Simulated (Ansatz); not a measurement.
What does this script print? It uses the Python package of Ansatz (0.2.0).

`jij_mno2.py`:
```python
"""Heisenberg exchange couplings of MnO2."""

import warnings

import ansatz as az
import numpy as np

KMESH = (12, 12, 12)
FUNCTIONAL = "lda"
SMEARING_WIDTH = 0.05

warnings.simplefilter("ignore", az.DeckWarning)

cell = (
    az.Lattice.from_parameters(4.871652, 4.871652, 4.871652, alpha=34.1009, beta=34.1009, gamma=34.1009)
    .atom("Mn", (0.0, 0.0, 0.0))
    .atom("O", (0.26436449, 0.26436449, 0.26436449))
    .atom("O", (0.73563551, 0.73563551, 0.73563551))
    .moments(Mn=2.8)
)

base = (
    cell.calculation()
    .kpoints(*KMESH)
    .functional(FUNCTIONAL)
    .spin(az.SpinTreatment.COLLINEAR)
    .basis(17 * az.Ha)
    .occupations(az.OccupationsMethod.FERMI_DIRAC, width=SMEARING_WIDTH)
    .eigenstates(nscf_kmesh=(8, 8, 8))
    .exchange_couplings(magnetic=["Mn"])
)
couplings = base.run(threads=1, backend="cpu").exchange_couplings().to_plain()
for atom in couplings["atoms"]:
    print(atom["site"]["symbol"], atom["role"], "moment", round(atom["moment_mub"], 3), "muB")
shells = {}
for pair in couplings["pairs"]:
    key = (pair["site"], pair["partner"], round(float(np.linalg.norm(pair["displacement_ang"])), 2))
    shells.setdefault(key, []).append(1000 * pair["coupling_ev"])
print("site partner distance (A)  count  mean J (meV)")
for (i, j, d), values in sorted(shells.items(), key=lambda item: item[0][2])[:8]:
    print(f"{i:4d} {j:7d} {d:12.2f} {len(values):6d} {np.mean(values):13.3f}")
print("mean-field order:", couplings["mean_field_order"])
```

```console
$ python jij_mno2.py
Mn magnetic moment 2.951 muB
O relaxed moment 0.021 muB
O relaxed moment 0.021 muB
site partner distance (A)  count  mean J (meV)
   0       0         2.86      6        -2.139
   0       0         4.87      6         0.068
   0       0         4.95      6         0.405
   0       0         5.65      6        -0.207
   0       0         5.71      6        -2.073
   0       0         6.33     12         0.011
   0       0         7.51     12         0.018
   0       0         7.56     12         0.113
mean-field order: {'temperature_k': 89.45664435073328, 'q_frac': [0.125, -0.5, -0.125]}
```

What to keep in mind:
- The magnetic order follows from the starting moments and needn't be the lowest.
- With one magnetic atom the cell can hold only ferromagnetic order.
- Without a Hubbard U or exact exchange, semilocal functionals often make such 3d compounds metallic or too weakly gapped.
- This cell is a computed structure, which may not be the phase found in nature.
- Couplings oscillate with the k-mesh and hold for small turns from this magnetic state; mean-field temperatures overestimate ordering, and where the couplings favour a wavevector other than zero the state started from isn't the stable order.
- Run time: 88 s on 1 thread of Arm Neoverse V2, on a shared host, peak memory 0.68 GiB.
